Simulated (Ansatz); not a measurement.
# CH4AlI: the cost of one run

All numbers below are computed with Ansatz 0.2.0 (RKS PBE/def2-SVP).

## 1. The structure to begin with

Bond lengths: Al1–C2 1.941 Å, C2–I3 2.122 Å, Al1–H4 1.545 Å, Al1–H5 1.652 Å, C2–H6 1.118 Å, C2–H7 1.136 Å. Angles: Al1–C2–I3 107.8°, Al1–C2–H6 110.5°, Al1–C2–H7 110.0°, I3–C2–H6 110.5°, I3–C2–H7 109.7°, H6–C2–H7 108.4°, C2–Al1–H4 122.1°, C2–Al1–H5 120.2°, H4–Al1–H5 117.8°.

As a file:

```xyz
7

Al   -0.7508    0.2161   -0.7459
C     0.6510    0.0229    0.5820
I     0.7902   -2.0353    1.0813
H    -1.5504   -0.9947   -1.2766
H    -1.1366    1.7105   -1.3343
H     0.4169    0.6306    1.4910
H     1.6409    0.3819    0.1568
```

## 2. Relaxing end A

Input file input.yaml:

```yaml
crystal:
  periodic: [false, false, false]
  atoms:
    - { symbol: Al, position_ang: [-0.7508, 0.2161, -0.7459] }
    - { symbol: C, position_ang: [0.651, 0.0229, 0.582] }
    - { symbol: I, position_ang: [0.7902, -2.0353, 1.0813] }
    - { symbol: H, position_ang: [-1.5504, -0.9947, -1.2766] }
    - { symbol: H, position_ang: [-1.1366, 1.7105, -1.3343] }
    - { symbol: H, position_ang: [0.4169, 0.6306, 1.491] }
    - { symbol: H, position_ang: [1.6409, 0.3819, 0.1568] }
basis:
  gaussian: { orbitals: def2-SVP }
hamiltonian:
  xc: pbe
relax:
  f_tol: 0.015
  max_steps: 40
```

Command:

```sh
$ ansatz run input.yaml --threads 1 --pin off --max-ram 2048MiB --backend cpu --events-out ev --progress --plain --runs-dir out
```

Q: Estimate wall time and peak memory on 1 thread of Arm Neoverse V1, shared host.

About 57 s, with a peak of 0.14 GiB.
